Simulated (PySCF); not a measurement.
**C4H9NSi2: a tour of settings, part 1 of 2**

Which settings matter for C4H9NSi2 (`N#C[Si@@H]([SiH3])C1CC1`)?

Programs: PySCF 2.14.0, with density-fitted response routines of our own. Each step states its level of theory. These are calculated values for one molecule in the gas phase, unless marked as measured. Atoms are numbered from 0 throughout.

## 1. The starting structure

16 atoms, charge 0, multiplicity 1; geometry from: GFN2-xTB.

Bonds of the start (Å): N0–C1 1.15, C1–Si2 1.87, Si2–Si3 2.32, Si2–C4 1.89, C4–C5 1.50, C5–C6 1.49, C6–C4 1.50, Si2–H7 1.47, Si3–H8 1.47, Si3–H9 1.46, Si3–H10 1.46, C4–H11 1.09, C5–H12 1.08, C5–H13 1.08, C6–H14 1.08, C6–H15 1.08.

## 2. Nuclear shieldings: PBE0/pcSseg-1

The job: settings as JSON, then the geometry in Å.

```
{"job": {"kind": "nmr", "xc": "PBE0", "basis": "pcSseg-1"}, "charge": 0, "multiplicity": 1}
N      1.226725     3.224297    -1.077635
C      0.914302     2.124648    -0.991463
Si     0.475134     0.310067    -0.842578
Si     2.400408    -0.961547    -0.627516
C     -0.640364     0.209342     0.677383
C     -2.115828     0.477044     0.575524
C     -1.630008    -0.917071     0.788208
H     -0.351807     0.078618    -2.041348
H      2.070895    -2.381931    -0.473835
H      3.257085    -0.830710    -1.806243
H      3.185569    -0.565863     0.543515
H     -0.182897     0.511493     1.613912
H     -2.526168     0.735013    -0.389271
H     -2.599704     0.984793     1.396553
H     -1.783212    -1.375073     1.754290
H     -1.707729    -1.614175    -0.033763
```

Method: GIAO PBE0/pcSseg-1 NMR shielding, non-relativistic, gas phase.

The run is started by

```sh
$ OMP_NUM_THREADS=1 python probes_run.py task.json out
```

This one command runs all jobs of the session in turn.

Output:

```text
coarse grid: 14240 points
cycle   1  E = -790.8970612156  dE =  6.468e-01  |g| = 4.474e-01  |ddm| = 3.612e+00
cycle   2  E = -790.7909475621  dE =  1.061e-01  |g| = 8.192e-01  |ddm| = 9.317e-01
cycle   3  E = -790.9454891785  dE = -1.545e-01  |g| = 1.631e-01  |ddm| = 5.923e-01
cycle   4  E = -790.9511125490  dE = -5.623e-03  |g| = 4.401e-02  |ddm| = 1.337e-01
cycle   5  E = -790.9515391242  dE = -4.266e-04  |g| = 9.915e-03  |ddm| = 4.004e-02
cycle   6  E = -790.9515629610  dE = -2.384e-05  |g| = 2.345e-03  |ddm| = 1.168e-02
cycle   7  E = -790.9515643424  dE = -1.381e-06  |g| = 6.138e-04  |ddm| = 2.766e-03
final grid: 128024 points
cycle   8  E = -790.9915153176  dE = -2.797e-05  |g| = 6.929e-03  |ddm| = 2.717e-02
cycle   9  E = -790.9915082762  dE =  7.041e-06  |g| = 8.774e-03  |ddm| = 1.325e-02
cycle  10  E = -790.9915271105  dE = -1.883e-05  |g| = 1.461e-03  |ddm| = 7.448e-03
cycle  11  E = -790.9915275293  dE = -4.188e-07  |g| = 5.260e-04  |ddm| = 1.092e-03
cycle  12  E = -790.9915275870  dE = -5.769e-08  |g| = 9.347e-05  |ddm| = 3.884e-04
cycle  13  E = -790.9915275891  dE = -2.057e-09  |g| = 2.593e-05  |ddm| = 1.014e-04
cycle  14  E = -790.9915275892  dE = -1.444e-10  |g| = 8.123e-06  |ddm| = 3.105e-05
converged SCF energy = -790.9915275892

GIAO shielding tensors (ppm)
atom      isotropic    diamagn.    paramagn.     s11        s22        s33       span
  0 N      -97.936     338.132    -436.068   -296.844   -287.415    290.451    587.295
  1 C       62.262     262.788    -200.525    -54.244    -48.799    289.831    344.075
  2 Si     404.463     880.547    -476.084    361.228    389.250    462.911    101.683
  3 Si     465.554     879.618    -414.064    459.704    461.798    475.161     15.457
  4 C      189.880     253.362     -63.482    163.799    180.963    224.878     61.078
  5 C      179.783     253.742     -73.958    148.545    177.033    213.771     65.226
  6 C      183.292     252.441     -69.149    155.634    178.921    215.322     59.688
  7 H       27.864      29.485      -1.620     24.896     26.286     32.411      7.516
  8 H       28.180      28.794      -0.614     24.365     26.628     33.548      9.183
  9 H       28.142      27.809       0.333     24.561     25.649     34.216      9.655
 10 H       28.015      28.685      -0.670     24.755     26.098     33.191      8.435
 11 H       31.732      32.988      -1.257     24.668     28.633     41.894     17.226
 12 H       31.193      31.515      -0.322     25.263     28.332     39.984     14.721
 13 H       30.731      30.659       0.071     24.862     26.162     41.168     16.307
 14 H       30.968      30.763       0.205     25.264     26.196     41.443     16.179
 15 H       31.592      31.851      -0.259     25.749     28.810     40.217     14.468
```

It took 31 s on 1 thread of Arm Neoverse V1, shared host; peak memory 0.81 GiB.

The references, computed at this level on geometries of the same kind, shield at (ppm): 1H TMS 31.72, 13C TMS 186.9, 29Si TMS 349.2, 15N NH3 267.7. Their shielding less the atom's gives the shift. The references are single molecules in the gas phase, so shifts against H2O, NH3, PH3, H3PO4 or CFCl3 are not on the usual liquid scales and can be off by tens of ppm. Atoms listed in one row are averaged.

```csv
atoms,environment,σ (ppm),δ (ppm),δ scaled to CDCl3
C1,nitrile carbon,62.3,124.7,119.8
C5,three-membered-ring carbon,179.8,7.1,5.1
C6,three-membered-ring carbon,183.3,3.6,1.6
C4,three-membered-ring carbon,189.9,-3.0,-4.8
H7,"hydrogen on a silicon bonded to 2 C, Si",27.86,3.85,–
"H8, H9, H10",hydrogen on a silicon bonded to Si,28.11,3.60,–
H13,hydrogen on a three-membered-ring carbon,30.73,0.99,1.04
H14,hydrogen on a three-membered-ring carbon,30.97,0.75,0.81
H12,hydrogen on a three-membered-ring carbon,31.19,0.52,0.60
H15,hydrogen on a three-membered-ring carbon,31.59,0.13,0.22
H11,hydrogen on a three-membered-ring carbon,31.73,-0.01,0.09
N0,nitrile nitrogen,-97.9,365.7,–
Si2,"silicon bonded to 2 C, Si, H",404.5,-55.3,–
Si3,"silicon bonded to Si, 3 H",465.6,-116.4,–
```

The scaled column applies a straight-line fit of computed shieldings to shifts measured in CDCl3 (root-mean-square error 0.16 ppm for H, 1.9 ppm for C).

Charges from the same density, by scheme (e):

```csv
atoms,Mulliken,IAO,Hirshfeld,ESP fit
N0,-0.21,-0.20,-0.21,-0.40
C1,-0.19,-0.15,-0.04,0.21
Si2,0.55,0.61,0.32,0.15
Si3,0.25,0.30,0.23,0.23
C4,-0.53,-0.41,-0.13,-0.18
C5,-0.19,-0.27,-0.08,-0.32
C6,-0.21,-0.28,-0.09,-0.29
```

Mayer bond orders: N0–C1 2.94, C1–Si2 0.80, Si2–Si3 0.93, Si2–C4 0.87, C4–C5 0.96, C5–C6 0.97, C6–C4 0.95.

Ring of atoms C4, C5, C6: NICS(0) -45.1, NICS(1) -8.6, NICS(1)zz -23.4 ppm (means of both faces).

In rings of three or four atoms NICS is ruled by the nearby σ bonds, so it says little on aromaticity.

Orbitals, density, ELF and potential are computed afterwards from the orbital file.

Frontier orbitals at PBE0/pcSseg-1, with the share of their density that lies nearest to each atom:

```csv
orbital,energy (eV),lies on
HOMO,-8.46,"C4, C5 about 17 % each; Si2, Si3 about 15 % each; C6 7 %"
LUMO,-0.66,Si2 19 %; C1 17 %; N0 15 %
```

ELF in a plane through or near 5 of the atoms.

Ten even steps from ' ' (0.00) to '@' (1.00):
```
                                                        
                                                        
                                                        
                                                        
              ==##%%++..                                
            --@@@@@@@@%%          ..----..              
            --@@@@@@@@##      ..::++####==              
        ..::::++**##%%--    ..--++++####==              
      ==%%@@%%--%%++--##::::==****====##==..            
      ##@@@@@@..::::@@@@--**%%******%%##++::            
      ==%%@@%%++==%%@@::==..@@####**%%..##**::          
        ::--::....--==..::..##******++****++::          
                  --##@@@@##::  ..::::::..              
                ::++**::::##==                          
              ..--++%%####**==..                        
              ..==**##****++--..                        
                --##%%%%##==::                          
                ..==**##++::                            
                                                        
                                                        
```
The map spans 12.6 Å across and 11.9 Å up, centred on the molecule. Atoms in the plane (x, y in Å): C1 (-1.0, -2.3), Si3 (-2.5, 0.8), C5 (2.2, -0.3), C6 (1.7, 1.1), H8 (-2.3, 2.2).

On the surface of density 0.002 e/bohr³ the electrostatic potential runs, from the 1st to the 99th percentile, from -1.78 V near N0 to 1.42 V near H7.

## 3. Ultraviolet spectrum: PBE0/def2-SVPD

Settings changed since step 2:

```diff
@@ -1,2 +1,2 @@
-{"job": {"kind": "nmr", "xc": "PBE0", "basis": "pcSseg-1"}, "charge": 0, "multiplicity": 1}
+{"job": {"kind": "uv", "xc": "PBE0", "basis": "def2-SVPD", "nstates": 6, "ntriplets": 2}, "charge": 0, "multiplicity": 1}
 N      1.226725     3.224297    -1.077635
```

Level: TDDFT PBE0/def2-SVPD, vertical, gas phase, core orbitals frozen in the response.

Output:

```text
coarse grid: 14240 points
cycle   1  E = -790.5619355636  dE =  5.992e-01  |g| = 4.241e-01  |ddm| = 5.378e+00
cycle   2  E = -790.4585070341  dE =  1.034e-01  |g| = 7.926e-01  |ddm| = 1.508e+00
cycle   3  E = -790.6074229181  dE = -1.489e-01  |g| = 1.535e-01  |ddm| = 9.462e-01
cycle   4  E = -790.6125492812  dE = -5.126e-03  |g| = 4.394e-02  |ddm| = 2.009e-01
cycle   5  E = -790.6129942698  dE = -4.450e-04  |g| = 9.365e-03  |ddm| = 7.093e-02
cycle   6  E = -790.6130177254  dE = -2.346e-05  |g| = 2.214e-03  |ddm| = 1.906e-02
cycle   7  E = -790.6130190248  dE = -1.299e-06  |g| = 5.981e-04  |ddm| = 5.412e-03
final grid: 128024 points
cycle   8  E = -790.7131785686  dE = -2.602e-05  |g| = 6.605e-03  |ddm| = 9.954e-02
cycle   9  E = -790.7131712653  dE =  7.303e-06  |g| = 8.557e-03  |ddm| = 2.045e-02
cycle  10  E = -790.7131898372  dE = -1.857e-05  |g| = 1.469e-03  |ddm| = 1.086e-02
cycle  11  E = -790.7131903091  dE = -4.719e-07  |g| = 3.388e-04  |ddm| = 1.594e-03
cycle  12  E = -790.7131903344  dE = -2.534e-08  |g| = 8.870e-05  |ddm| = 6.317e-04
cycle  13  E = -790.7131903365  dE = -2.022e-09  |g| = 2.450e-05  |ddm| = 1.691e-04
cycle  14  E = -790.7131903366  dE = -1.455e-10  |g| = 7.404e-06  |ddm| = 6.269e-05
converged SCF energy = -790.7131903366

Static polarisability (au): isotropic 104.298, principal 84.049 112.294 116.551

Singlet excitations
state   eV       nm        f      main configurations
  1   6.6189    187.3   0.04328   H->L 0.75
  2   6.7131    184.7   0.02075   H->L+1 0.77, H->L 0.10
  3   6.8978    179.7   0.01899   H-1->L 0.67
  4   7.1271    174.0   0.01833   H-1->L+1 0.22, H->L+2 0.19, H-1->L 0.16
  5   7.2244    171.6   0.02482   H-1->L+1 0.49, H->L+2 0.21, H-2->L 0.13
  6   7.2629    170.7   0.06301   H->L+2 0.36, H-2->L 0.33, H-3->L 0.10

Triplet excitations (Tamm-Dancoff, eV): 5.7148 6.0164
```

Run time: 44 s. Hardware: 1 thread of Arm Neoverse V1, shared host; peak memory 0.9 GiB.

The orbitals next to the gap, with their largest atomic shares:

```csv
orbital,eV,atoms
HOMO−3,-9.55,"C4 16 %, N0 15 %, C6 13 %"
HOMO−2,-9.42,"N0 21 %, C1 17 %, C4 14 %"
HOMO−1,-8.86,"C4 27 %, C6 25 %, C5 10 %"
HOMO,-8.44,"C5 18 %, Si2 17 %, Si3 17 %"
LUMO,-0.70,"Si2 25 %, C1 18 %, Si3 17 %"
LUMO+1,-0.51,"Si2 27 %, Si3 19 %, C1 15 %"
LUMO+2,-0.08,"Si3 25 %, Si2 23 %, C1 9 %"
```

With each of the 6 states as a Gaussian band of 0.4 eV half-width at 1/e, the curve within the window shown has maxima at 174 nm (ε 5,200) L/(mol cm). Beyond the last state computed it falls off for lack of states. The curve at chosen wavelengths:

(nm, ε (L/mol/cm)): (164, 2236), (166, 3121), (167, 3555), (169, 4315), (171, 4848), (172, 5014), (174, 5153), (176, 5090), (177, 5008), (179, 4787), (181, 4526), (182, 4385), (184, 4081), (186, 3732), (188, 3331), (189, 3111), (191, 2645), (193, 2168), (194, 1935), (196, 1496), (198, 1112), (199, 946), (201, 664), (203, 450), (204, 366), (206, 236)

Leading natural transition orbitals of singlet state 6: the hole lies on N0 36 %; C1 27 %; C4 12 %; the particle on C1 27 %; N0 24 %; Si2 17 %.

Leading natural transition orbitals of singlet state 1: the hole lies on Si2, Si3 about 16 % each; C4, C5 about 12 % each; N0 11 %; the particle on C1 20 %; Si2 19 %; N0 17 %.

Further results of this job:

```csv
property,computed
dipole moment (D),4.28
polarisability (Å³),15.46
HOMO–LUMO gap (eV),7.73
−ε(HOMO) (eV),8.44
```

## 4. Spin-spin couplings: BLYP/pcSseg-0

Settings changed since step 3:

```diff
@@ -1,2 +1,2 @@
-{"job": {"kind": "uv", "xc": "PBE0", "basis": "def2-SVPD", "nstates": 6, "ntriplets": 2}, "charge": 0, "multiplicity": 1}
+{"job": {"kind": "j", "xc": "BLYP", "basis": "pcSseg-0"}, "charge": 0, "multiplicity": 1}
 N      1.226725     3.224297    -1.077635
```

Level: BLYP/pcSseg-0 indirect spin-spin coupling, non-relativistic, gas phase.

Output:

```text
coarse grid: 14240 points
cycle   1  E = -790.1569182759  dE =  4.775e-01  |g| = 5.069e-01  |ddm| = 4.295e+00
cycle   2  E = -789.9337399695  dE =  2.232e-01  |g| = 1.071e+00  |ddm| = 1.956e+00
cycle   3  E = -790.1968419482  dE = -2.631e-01  |g| = 3.804e-01  |ddm| = 1.357e+00
cycle   4  E = -790.2284715113  dE = -3.163e-02  |g| = 5.283e-02  |ddm| = 3.467e-01
cycle   5  E = -790.2290918083  dE = -6.203e-04  |g| = 2.075e-02  |ddm| = 1.075e-01
cycle   6  E = -790.2292121681  dE = -1.204e-04  |g| = 4.344e-03  |ddm| = 3.616e-02
cycle   7  E = -790.2292161655  dE = -3.997e-06  |g| = 2.008e-03  |ddm| = 8.169e-03
final grid: 128024 points
cycle   8  E = -790.2988056440  dE = -1.682e-05  |g| = 6.250e-03  |ddm| = 3.116e-02
cycle   9  E = -790.2987923717  dE =  1.327e-05  |g| = 9.505e-03  |ddm| = 1.729e-02
cycle  10  E = -790.2988152135  dE = -2.284e-05  |g| = 1.343e-03  |ddm| = 1.129e-02
cycle  11  E = -790.2988155468  dE = -3.332e-07  |g| = 6.787e-04  |ddm| = 1.711e-03
cycle  12  E = -790.2988156445  dE = -9.772e-08  |g| = 1.188e-04  |ddm| = 6.892e-04
cycle  13  E = -790.2988156482  dE = -3.729e-09  |g| = 3.971e-05  |ddm| = 2.436e-04
cycle  14  E = -790.2988156486  dE = -4.293e-10  |g| = 5.216e-06  |ddm| = 6.306e-05
converged SCF energy = -790.2988156486

Indirect spin-spin couplings (Hz)
  i      j    bonds     total        FC       PSO       DSO        SD
  0 N    1 C    1    -35.563   -33.493     2.761    -0.020    -4.812
  0 N    2 Si   2     -9.979   -10.156    -0.072    -0.030     0.280
  0 N    3 Si   3      1.805     1.794    -0.044    -0.013     0.067
  0 N    4 C    3     -1.385    -1.448     0.059     0.014    -0.010
  0 N    7 H    3     -1.731    -1.818    -0.061     0.119     0.028
  0 N    8 H    4     -0.191    -0.299    -0.014     0.118     0.004
  0 N   11 H    4      0.160     0.075     0.055     0.041    -0.011
  1 C    2 Si   1    -77.102   -78.029     1.814    -0.131    -0.757
  1 C    3 Si   2     -8.590    -8.731     0.028    -0.009     0.122
  1 C    4 C    2      4.222     4.214    -0.045     0.054         -
  1 C    5 C    3      0.588     0.578    -0.006     0.016         -
  1 C    6 C    3      6.929     6.970     0.002    -0.043         -
  1 C    7 H    2      0.640     0.610    -0.037     0.067         -
  1 C    8 H    3      9.160     9.400     0.031    -0.271         -
  1 C    9 H    3     -0.343    -0.365    -0.025     0.047         -
  1 C   10 H    3     -0.063    -0.091    -0.027     0.055         -
  1 C   11 H    3      0.594     0.486    -0.025     0.134         -
  1 C   14 H    4      0.920     1.048     0.088    -0.215         -
  1 C   15 H    4     -0.261    -0.141     0.053    -0.174         -
  2 Si   3 Si   1    185.219   184.248    -1.814     0.044     2.740
  2 Si   4 C    1   -115.842  -116.638     2.148    -0.129    -1.223
  2 Si   5 C    2      6.172     5.799     0.352    -0.000     0.021
  2 Si   6 C    2     -0.157    -0.391     0.207    -0.004     0.032
  2 Si   7 H    1   -292.007  -292.448     0.549    -0.415     0.307
  2 Si   8 H    2    -10.367   -10.493     0.106     0.079    -0.058
  2 Si   9 H    2     -3.929    -4.064     0.104     0.087    -0.057
  2 Si  10 H    2     -1.454    -1.595     0.093     0.091    -0.043
  2 Si  11 H    2      0.738     0.610     0.154     0.057    -0.082
  2 Si  12 H    3    -11.737   -11.864     0.119    -0.082     0.090
  2 Si  13 H    3     -4.693    -4.825    -0.085     0.227    -0.010
  2 Si  14 H    3     -5.772    -5.872    -0.089     0.218    -0.029
  2 Si  15 H    3    -11.674   -11.663     0.077    -0.104     0.016
  3 Si   4 C    2     -9.100    -9.200     0.084    -0.004     0.019
  3 Si   5 C    3     -7.849    -7.933     0.030     0.039     0.016
  3 Si   6 C    3     -0.329    -0.351     0.006     0.006     0.010
  3 Si   7 H    2    -13.424   -13.502    -0.020     0.151    -0.053
  3 Si   8 H    1   -257.353  -257.084    -0.237    -0.234     0.202
  3 Si   9 H    1   -262.419  -262.191    -0.190    -0.229     0.192
  3 Si  10 H    1   -273.236  -273.019    -0.179    -0.235     0.196
  3 Si  11 H    3     -0.106    -0.109    -0.035    -0.004     0.042
  3 Si  12 H    4      0.225     0.159    -0.049     0.147    -0.033
  3 Si  13 H    4     -1.785    -1.886    -0.070     0.168     0.003
  4 C    5 C    1     31.969    32.366    -0.631     0.234         -
  4 C    6 C    1     28.648    28.892    -0.478     0.235         -
  4 C    7 H    2      1.185     1.255    -0.008    -0.063         -
  4 C    8 H    3     -0.425    -0.435    -0.016     0.026         -
  4 C    9 H    3      8.116     8.368     0.023    -0.275         -
  4 C   10 H    3     -0.013    -0.047    -0.015     0.050         -
  4 C   11 H    1    171.614   169.003     1.442     1.168         -
  4 C   12 H    2     -2.980    -2.989     0.198    -0.189         -
  4 C   13 H    2     -3.452    -3.455     0.224    -0.221         -
  4 C   14 H    2     -3.350    -3.357     0.232    -0.225         -
  4 C   15 H    2     -2.347    -2.368     0.206    -0.185         -
  5 C    6 C    1     38.963    39.538    -0.778     0.203         -
  5 C    7 H    3      2.501     2.407     0.004     0.091         -
  5 C    8 H    4     -0.320    -0.220     0.048    -0.148         -
  5 C    9 H    4      1.105     1.288     0.052    -0.235         -
  5 C   10 H    4     -0.246    -0.122     0.049    -0.173         -
  5 C   11 H    2     -4.063    -4.091     0.220    -0.192         -
  5 C   12 H    1    171.747   169.600     1.215     0.933         -
  5 C   13 H    1    176.926   174.830     1.200     0.895         -
  5 C   14 H    2     -3.606    -3.480     0.189    -0.316         -
  5 C   15 H    2     -3.593    -3.495     0.184    -0.282         -
  6 C    7 H    3      1.302     1.233     0.029     0.040         -
  6 C    8 H    4      0.159     0.092    -0.027     0.095         -
  6 C    9 H    4     -0.239    -0.066     0.036    -0.209         -
  6 C   11 H    2     -4.408    -4.452     0.234    -0.191         -
  6 C   12 H    2     -3.607    -3.507     0.186    -0.287         -
  6 C   13 H    2     -3.315    -3.186     0.186    -0.315         -
  6 C   14 H    1    175.965   173.813     1.252     0.900         -
  6 C   15 H    1    169.370   167.108     1.317     0.945         -
  7 H    8 H    3     -0.992    -0.583     0.034    -0.443         -
  7 H    9 H    3     -0.584    -0.282     0.013    -0.316         -
  7 H   10 H    3      8.574    10.114     0.234    -1.774         -
  7 H   11 H    3      4.462     6.006     0.577    -2.122         -
  7 H   12 H    4      0.928    -0.090    -0.510     1.528         -
  7 H   13 H    4     -0.769    -0.152     0.477    -1.094         -
  7 H   14 H    4     -0.929    -0.235     0.511    -1.205         -
  7 H   15 H    4      0.730    -0.061    -0.403     1.194         -
  8 H    9 H    2     -6.749    -5.228     0.228    -1.749         -
  8 H   10 H    2     -6.542    -5.053     0.210    -1.699         -
  8 H   12 H    5     -0.385    -0.016     0.191    -0.560         -
  8 H   13 H    5     -0.465    -0.028     0.303    -0.739         -
  8 H   15 H    5      0.527     0.024    -0.238     0.742         -
  9 H   10 H    2     -6.675    -5.138     0.223    -1.760         -
  9 H   11 H    4     -1.116    -0.228     0.183    -1.071         -
  9 H   12 H    5     -0.545    -0.004     0.168    -0.709         -
  9 H   13 H    5     -0.280     0.367     0.282    -0.929         -
  9 H   14 H    5     -0.665     0.020     0.217    -0.901         -
  9 H   15 H    5     -0.325     0.184     0.060    -0.570         -
 10 H   11 H    4      0.450    -0.014    -0.221     0.684         -
 10 H   12 H    5     -0.553     0.018     0.255    -0.826         -
 10 H   13 H    5     -0.342     0.008     0.227    -0.578         -
 10 H   14 H    5     -0.169     0.011     0.076    -0.256         -
 10 H   15 H    5     -0.441     0.004     0.104    -0.549         -
 11 H   12 H    3      2.363     3.813     1.059    -2.509         -
 11 H   13 H    3      6.230     6.178     0.005     0.047         -
 11 H   14 H    3      6.718     6.667     0.018     0.033         -
 11 H   15 H    3      2.733     4.176     1.065    -2.507         -
 12 H   13 H    2     -8.146    -6.890     1.397    -2.653         -
 12 H   14 H    3      1.750     3.331     1.059    -2.640         -
 12 H   15 H    3      5.979     6.064     0.060    -0.145         -
 13 H   14 H    3      5.788     6.018     0.114    -0.344         -
 13 H   15 H    3      1.915     3.497     1.059    -2.640         -
 14 H   15 H    2     -7.804    -6.583     1.410    -2.631         -
```

Run time: 15 s. Hardware: 1 thread of Arm Neoverse V1, shared host; peak memory 0.5 GiB.

The basis is not made for couplings: without tight functions at the nuclei these values are rough.

A choice of the couplings up to four bonds, sorted by the number of bonds, with means over like pairs; isotopes 13C, 1H, 15N, 29Si:

```csv
pair,bonds,J (Hz),Fermi contact (Hz),dihedral (°)
Si2–H7,1,-292.0,-292.4,–
Si3–H8,1,-264.3,-264.1,–
Si2–Si3,1,185.2,184.2,–
C5–H13,1,176.9,174.8,–
C6–H14,1,176.0,173.8,–
C5–H12,1,171.7,169.6,–
C4–H11,1,171.6,169.0,–
C6–H15,1,169.4,167.1,–
Si2–C4,1,-115.8,-116.6,–
Si3–H7,2,-13.4,-13.5,–
N0–Si2,2,-10.0,-10.2,–
Si3–C4,2,-9.1,-9.2,–
C1–Si3,2,-8.6,-8.7,–
H12–H13,2,-8.1,-6.9,–
H14–H15,2,-7.8,-6.6,–
H8–H9,2,-6.7,-5.1,–
Si2–C5,2,6.2,5.8,–
Si2–H8,2,-5.3,-5.4,–
Si2–H12,3,-11.7,-11.9,0
Si2–H15,3,-11.7,-11.7,-3
Si3–C5,3,-7.8,-7.9,-156
C1–C6,3,6.9,7.0,155
H11–H14,3,6.7,6.7,-3
H11–H13,3,6.2,6.2,3
H12–H15,3,6.0,6.1,0
H13–H14,3,5.8,6.0,0
Si2–H14,3,-5.8,-5.9,141
Si3–H13,4,-1.8,-1.9,–
```

The spin-dipole term was solved for some atoms only; pairs without it lack that part.

Quadrupole couplings from the field gradients of the same density:

```csv
atom,isotope,eQq/h (MHz),η
N0,14N,-5.263,0.02
```

Shifts (PBE0/pcSseg-1, scaled to CDCl3 for protons on carbon, raw for the others) and these couplings together give the proton spectrum at 400 MHz below.

1H NMR δ 3.85 (m, 1H), 3.60 (d, J = 2.3 Hz, 3H), 1.04 (dtd, J = 8.1, 6.0, 1.9 Hz, 1H), 0.81 (m, 1H), 0.60 (ddt, J = 8.1, 6.0, 2.1 Hz, 1H), 0.22 (m, 1H), 0.09 (m, 1H).

(Continued in part 2 of 2.)
